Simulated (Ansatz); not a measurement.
# ZrC: the cost of one run

Computed with Ansatz 0.2.0 (DFT PBEsol, scalar-relativistic, plane waves, PAW, unless a step's input says otherwise).

The COD entry's cell or inner coordinates are ideal or old and differ from later refinements, so a difference from it is no clean test against experiment.

2 further runs of the same task are left out: 2 set aside as unsound or not needed.

### 1 The structure to begin with

It takes space group Fm-3m (No. 225, cubic). The conventional cell has a = 4.669 Å, b = 4.669 Å, c = 4.669 Å, α = 90.00°, β = 90.00°, γ = 90.00°. Around Zr (site symmetry m-3m) lie 6 C at 2.33 Å. C (site symmetry m-3m) is surrounded by 6 Zr at 2.33 Å.

Structure file:

```cif
data_structure
_symmetry_space_group_name_H-M 'P 1'
_symmetry_Int_Tables_number 1
_cell_length_a 3.3016
_cell_length_b 3.3016
_cell_length_c 3.3016
_cell_angle_alpha 60.000
_cell_angle_beta 60.000
_cell_angle_gamma 60.000
_cell_volume 25.45
loop_
_atom_site_label
_atom_site_type_symbol
_atom_site_fract_x
_atom_site_fract_y
_atom_site_fract_z
_atom_site_occupancy
Zr1 Zr 0.50000 0.50000 0.50000 1
C1 C 0.00000 0.00000 0.00000 1
```

It is the result of an earlier relaxation at this level (volume 12.72 Å³/atom; gap on the mesh: none (metal)).

### 2 Electronic structure at the relaxed geometry

input.yaml reads:

```yaml
crystal:
  lattice:
    - [0.0, 2.334562934, 2.334562934]
    - [2.334562934, 0.0, 2.334562934]
    - [2.334562934, 2.334562934, 0.0]
  atoms:
    - { symbol: Zr, position: [0.5, 0.5, 0.5] }
    - { symbol: C, position: [0.0, 0.0, 0.0] }
basis:
  ecutwfc: 420
kpoints:
  mp_grid: { grid: [16, 16, 16] }
  band_path:
    path:
      - [[0.0, 0.0, 0.0], [0.5, 0.0, 0.5], [0.625, 0.25, 0.625]]
      - [[0.375, 0.375, 0.75], [0.0, 0.0, 0.0], [0.5, 0.5, 0.5], [0.5, 0.25, 0.75], [0.5, 0.0, 0.5]]
    npoints: 14
hamiltonian:
  xc: pbesol
scf:
  occupations: { method: gaussian, width: 0.1 }
  n_extra_bands: 6
output:
  forces: true
  stress: true
  eigenvalues: true
  populations: true
  dos: { projected: true, de: 0.02, nscf_kmesh: { grid: [24, 24, 24] } }
  bader: true
  write_density: true
  write_potential: true
  elf: true
  volumetric_format: npy
```

Started as:

```sh
ansatz run input.yaml --threads 1 --pin off --max-ram 2560MiB --backend cpu --events-out ev --progress --plain --runs-dir out
```

What time and memory should one allow on 1 thread of Arm Neoverse V2, shared host?

About 14 s, with a peak of 0.34 GiB.
